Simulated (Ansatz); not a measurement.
# BrP: the cost of one run

Computed with Ansatz 0.2.0, Gaussian basis. Level: the settings change from run to run.

13 further runs of the same task are left out: 5 that didn't finish, 8 set aside as unsound or not needed.

## Step 1: The geometry

The geometry is a PBE0/def2-TZVPD stationary point (not a proven minimum) of the parent state, kept for this charge and spin. No spin-orbit coupling is included. The filled d shell of Br may be among the frozen orbitals whatever the setting's name suggests; the logs give the count.

2 atoms, charge -1, spin multiplicity 4.

Atoms are counted from 1 here; the program's logs count them from 0.

Bond lengths: P1–Br2 2.316 Å.

## Step 2: BCCD/def2-SVPD

in.yaml

```yaml
crystal:
  periodic: [false, false, false]
  atoms:
    - {symbol: P, position_ang: [0.000000, 0.000000, 0.000000]}
    - {symbol: Br, position_ang: [0.000000, 0.000000, 2.316300]}
basis:
  gaussian: {orbitals: def2-SVPD}
total_charge: -1
magnetization: {spin_polarized: false, initial_magnetization: 3}
hamiltonian: {xc: {name: PBE0}}
correlation: {method: bccd, electrons: outside_noble_gas}
output: {forces: true}
```

The run is started by

```bash
$ ansatz run in.yaml --threads 1 --pin off --events-out ev --progress --plain --max-ram 2393MiB
```

**Question.** How long does this run take on 1 thread of Intel Xeon at 2.50GHz, shared host, and how much memory does it need?

About 22 s, with a peak of 0.28 GiB.
